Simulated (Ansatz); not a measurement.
# CH4F2OSSi: single point in a Gaussian basis in Python

Aim: a single point in a Gaussian basis, for CH4F2OSSi, run from a script. SMILES: CO[Si](F)(F)S.

All numbers are computed with the Python package of Ansatz 0.2.0. Level of theory: MP2/def2-SVP.

## Step 1: The system

Bond lengths: C1–O2 1.430 Å, O2–Si3 1.682 Å, Si3–F4 1.587 Å, Si3–F5 1.562 Å, Si3–S6 2.152 Å, C1–H7 1.127 Å, C1–H8 1.065 Å, C1–H9 1.076 Å, S6–H10 1.345 Å. Angles: C1–O2–Si3 119.0°, O2–C1–H7 106.7°, O2–C1–H8 109.7°, O2–C1–H9 109.4°, H7–C1–H8 110.6°, H7–C1–H9 105.6°, H8–C1–H9 114.5°, O2–Si3–F4 106.9°, O2–Si3–F5 109.5°, O2–Si3–S6 107.5°, F4–Si3–F5 113.9°, F4–Si3–S6 107.7°, F5–Si3–S6 111.0°, Si3–S6–H10 94.8°.

The script holds or builds the structure itself.

## Step 2: The code

energy.py reads:

```python
"""Single point of CH4F2OSSi."""

import ansatz as az
from ase import Atoms
import numpy as np

atoms = Atoms(["C", "O", "Si", "F", "F", "S", "H", "H", "H", "H"], positions=[
    (-0.1993, -1.2139, 1.1455),
    (0.4502, -0.0663, 0.5914),
    (-0.241, 0.6997, -0.7373),
    (-0.1572, -0.3195, -1.9515),
    (-1.6958, 1.147, -0.3842),
    (0.9926, 2.3952, -1.2195),
    (-1.2096, -0.871, 1.5077),
    (-0.305, -1.9627, 0.3956),
    (0.33, -1.535, 2.0258),
    (2.1182, 1.6754, -1.3706),
])
geometry = az.Crystal.molecule_from_ase(atoms)

calc = (
    geometry.calculation()
    .basis(gaussian="def2-SVP")
    .correlation("MP2")
    .scf(lower_state_search="light")
    .forces()
)
trace = []
done = calc.session().plan().execute(on_event=trace.append)
r = done.report
for event in trace:
    if event["event"] == "mean_field_evaluation" and event["data"]["evaluation"] <= 25:
        print("pass {evaluation:3d}  E = {energy_ev:.6f} eV  gradient {gradient_ev:.1e}".format(**event["data"]))

for key in ("converged", "free_energy_ev", "reference_energy_ev", "n_frozen", "n_occupied", "n_virtual"):
    print(f"{key:22s} {r[key]}")

print("correlation energy", round(r["free_energy_ev"] - r["reference_energy_ev"], 5), "eV")
cluster = r["correlation"].get("coupled_cluster")
if cluster:
    print("cycles", cluster["cycles"], " T1 diagnostic", round(cluster["t1_diagnostic"], 4), " largest double", round(cluster["largest_double"], 4))

symbols = [site.symbol for site in geometry.cartesian_sites]
forces = np.array(r["forces_ev_ang"])
print("largest force", round(float(np.linalg.norm(forces, axis=1).max()), 4), "eV/A, rms", round(float(np.sqrt((forces ** 2).mean())), 4))

charges = r["charge_distribution"]
dipole = np.array(charges["dipole_moment_e_ang"]) * 4.803205
print("dipole (D): {:.3f} {:.3f} {:.3f}, length {:.3f}".format(*dipole, np.linalg.norm(dipole)))
print("atom  Mulliken   Lowdin")
for symbol, m, l in zip(symbols, charges["mulliken_charges_e"], charges["lowdin_charges_e"]):
    print(f"{symbol:4s} {m:9.3f} {l:8.3f}")
```

## Step 3: The run

The run is started by

```console
$ python energy.py
```

Standard output:

```text
pass   1  E = -27211.306426 eV  gradient 4.1e+01
pass   2  E = -27211.311243 eV  gradient 4.1e+01
pass   3  E = -27213.880059 eV  gradient 2.3e+01
pass   4  E = -27214.702530 eV  gradient 3.1e+00
pass   5  E = -27214.733655 eV  gradient 7.1e-01
pass   6  E = -27214.735325 eV  gradient 2.5e-01
pass   7  E = -27214.735059 eV  gradient 2.5e-01
pass   8  E = -27214.735281 eV  gradient 1.8e-04
pass   9  E = -27214.735281 eV  gradient 2.2e-04
pass  10  E = -27214.735281 eV  gradient 2.0e-06
pass  11  E = -27214.735281 eV  gradient 2.1e-06
pass  12  E = -27214.728775 eV  gradient 6.4e-02
pass  13  E = -27214.735281 eV  gradient 2.1e-06
converged              True
free_energy_ev         -27239.569849955755
reference_energy_ev    -27214.73528142567
n_frozen               14
n_occupied             [19, 19]
n_virtual              [79, 79]
correlation energy -24.83457 eV
largest force 4.2086 eV/A, rms 1.0832
dipole (D): 0.076 -1.581 0.712, length 1.736
atom  Mulliken   Lowdin
C        0.168    0.119
O       -0.583   -0.094
Si       1.186   -0.069
F       -0.362   -0.010
F       -0.347    0.024
S       -0.292    0.088
H        0.039   -0.008
H        0.041   -0.024
H        0.051   -0.018
H        0.100   -0.009
```

It took 5.2 s on 1 thread of Arm Neoverse V2, shared host; peak memory 0.33 GiB.

Lines on the test bed's own set-up are left out of the output.

A comment line of the script is reworded here; the code is as run.

## Step 4: The run's own record

The report of the run holds:

| item | value |
| --- | --- |
| SCF cycles in all | 13 |
| orbitals (without the frozen core) | 98 |
| total energy (eV) | -27239.56985 |

## Step 5: The same input on the command line

The engine's input of that run, saved to a file, gives the whole log.

input.yaml reads:

```yaml
crystal:
  periodic: [false, false, false]
  atoms:
    - { symbol: C, position_ang: [-0.1993, -1.2139, 1.1455] }
    - { symbol: O, position_ang: [0.4502, -0.0663, 0.5914] }
    - { symbol: Si, position_ang: [-0.241, 0.6997, -0.7373] }
    - { symbol: F, position_ang: [-0.1572, -0.3195, -1.9515] }
    - { symbol: F, position_ang: [-1.6958, 1.147, -0.3842] }
    - { symbol: S, position_ang: [0.9926, 2.3952, -1.2195] }
    - { symbol: H, position_ang: [-1.2096, -0.871, 1.5077] }
    - { symbol: H, position_ang: [-0.305, -1.9627, 0.3956] }
    - { symbol: H, position_ang: [0.33, -1.535, 2.0258] }
    - { symbol: H, position_ang: [2.1182, 1.6754, -1.3706] }
basis:
  gaussian: { orbitals: def2-SVP }
correlation:
  method: mp2
scf:
  lower_state_search: light
output:
  forces: true
```

The run is started by

```console
$ ansatz run input.yaml --threads 1 --pin off --max-ram 4096MiB --backend cpu --events-out ev --progress --plain --runs-dir out
```

Standard output, cut to the lines that bear on the results:

```text
Warning: RAYON_NUM_THREADS=1 ignored (pool sized by the plan → 1); use --threads N
[...]
Functional definition: HF
[...]
1060 factors; integrals over basis functions are off by at most 1.3e-3 eV
[...]
mean field -27214.73528143 eV, -1000.1230747823 hartree, gradient 2.1e-6 eV, S^2 0.000000; 0 other end points of the search recorded, 0 dependent functions left out
14 core orbitals not correlated: weight in the atoms' cores, before any rotation towards them, 1.000 or more for the frozen orbitals, at most 0.000 for the correlated occupied ones
reference -27214.73528143 eV, -1000.1230747823 hartree; 19, 19 occupied and 79, 79 virtual orbitals, 1060 factors
second order -24.83456853 eV of doubles, -0.00000000 eV of singles
[...]
Total energy: -27239.56984996 eV, -1001.0357283423 hartree
Atom 0 at    -0.199300    -1.213900     1.145500 Å, force    -1.328553     2.338081     0.535166 eV/Å
Atom 1 at     0.450200    -0.066300     0.591400 Å, force    -0.450477     0.345596    -0.862927 eV/Å
Atom 2 at    -0.241000     0.699700    -0.737300 Å, force     3.934551     0.235186     1.475244 eV/Å
Atom 3 at    -0.157200    -0.319500    -1.951500 Å, force    -0.581486    -0.720594    -0.822658 eV/Å
Atom 4 at    -1.695800     1.147000    -0.384200 Å, force    -1.846452     0.446429     0.016961 eV/Å
Atom 5 at     0.992600     2.395200    -1.219500 Å, force    -0.565189    -0.242330     0.154150 eV/Å
Atom 6 at    -1.209600    -0.871000     1.507700 Å, force     0.512544    -0.647334    -0.292079 eV/Å
Atom 7 at    -0.305000    -1.962700     0.395600 Å, force    -0.091568    -1.208596    -0.595946 eV/Å
Atom 8 at     0.330000    -1.535000     2.025800 Å, force     0.633131    -0.428189     0.340223 eV/Å
Atom 9 at     2.118200     1.675400    -1.370600 Å, force    -0.216501    -0.118248     0.051865 eV/Å
Dipole moment:     0.015917    -0.329187     0.148200 e Å
```

Wall time 4.7 s (1 thread of Arm Neoverse V2, shared host); peak memory 0.25 GiB.

Script and command line differ by 0.000 meV in the energy.

## Step 6: Results

| quantity | value |
| --- | --- |
| total energy | -27239.5698 eV |
| largest force | 4.209 eV/Å |
| dipole moment | 1.74 D |

What this shows: Forces reach 4.21 eV/Å, so the atoms aren't at rest. Caveats:
- The geometry is a force-field or estimated start, not a minimum of this method, and the basis set is short of its limit.
- The Löwdin charges here are taken after orthogonalising the functions within each atom; they differ from plain Löwdin charges, and their signs can be unphysical.
- Inner cores stay frozen, so this is valence correlation.
- Early passes use coarser integrals and grids, so their energies can't be compared with the last.
